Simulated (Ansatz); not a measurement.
I need a search for lower mean-field states of BFGeH4, SMILES [BH2][GeH2][F]. Use Ansatz 0.2.0, Python API. Use (for the species named): B3LYP, def2-SVP basis, multiplicity 1, D3BJ dispersion.

Input file `bfgeh4.xyz`:
```text
7

B    -0.91910    0.19500   -0.69570
Ge    0.63360   -0.12700    0.45940
F     0.67220   -1.83470    0.83010
H    -1.60840   -0.63560   -1.02470
H    -1.18920    1.33200   -1.09460
H     0.51790    0.71140    1.76910
H     1.95420    0.29090   -0.28940
```

Script `bfgeh4.py`:
```python
import warnings

import ansatz
import numpy as np

warnings.simplefilter('ignore', ansatz.DeckWarning)

molecule = ansatz.Crystal.molecule_from_extxyz('bfgeh4.xyz')
symbols = [site.symbol for site in molecule.cartesian_sites]

start = np.array([site.position_ang for site in molecule.cartesian_sites])
for factor in [1.0, 1.25, 1.6]:
    xyz = (start - start.mean(axis=0)) * factor
    scaled = ansatz.Crystal.molecule()
    for symbol, place in zip(symbols, xyz):
        scaled = scaled.atom(symbol, place.tolist())
    model = (
        scaled.calculation()
        .basis(gaussian='def2-SVP')
        .functional('b3lyp', dispersion='d3bj')
        .spin('collinear')
    )
    for search in ('off', 'standard'):
        try:
            data = model.scf(lower_state_search=search).run(threads=1, pin='off').report
        except ansatz.AnsatzError as error:
            print(f'x{factor} search {search}: {type(error).__name__}')
            continue
        state = data['mean_field']['state']
        print(f'all distances x{factor}, search {search:8s} E = {data["free_energy_ev"]:.5f} eV  <S^2> = {abs(state["spin_squared"]):.3f}  other states met: {len(data["mean_field"]["others"])}')
```

Output of `python bfgeh4.py`:
```text
all distances x1.0, search off      E = -59967.78591 eV  <S^2> = 0.000  other states met: 0
all distances x1.0, search standard E = -59967.78591 eV  <S^2> = 0.000  other states met: 0
all distances x1.25, search off      E = -59963.30507 eV  <S^2> = 0.000  other states met: 0
all distances x1.25, search standard E = -59963.30507 eV  <S^2> = 0.000  other states met: 0
all distances x1.6, search off      E = -59953.81923 eV  <S^2> = 0.000  other states met: 0
all distances x1.6, search standard E = -59954.12045 eV  <S^2> = 1.017  other states met: 12
```

Notes:
- Total energies depend on the basis set; only differences at equal settings carry meaning.
- The count of other states can hold repeated and symmetry-equivalent ends of the search; scaling all distances is a test, and for more than two atoms no physical path.
- The structure is a rough, unrelaxed start.
- The expectation value of S² is noticeably off S(S+1) in at least one run, so that state is spin-contaminated.
- b3lyp holds the VWN-RPA fit, as in Gaussian; the form of ORCA and Turbomole is b3lyp5.
- It ran for 73 s on 1 thread of Arm Neoverse N1, with other jobs on the host, peak memory 0.28 GiB.

(Lines on the test bed's own set-up are left out of the output.)
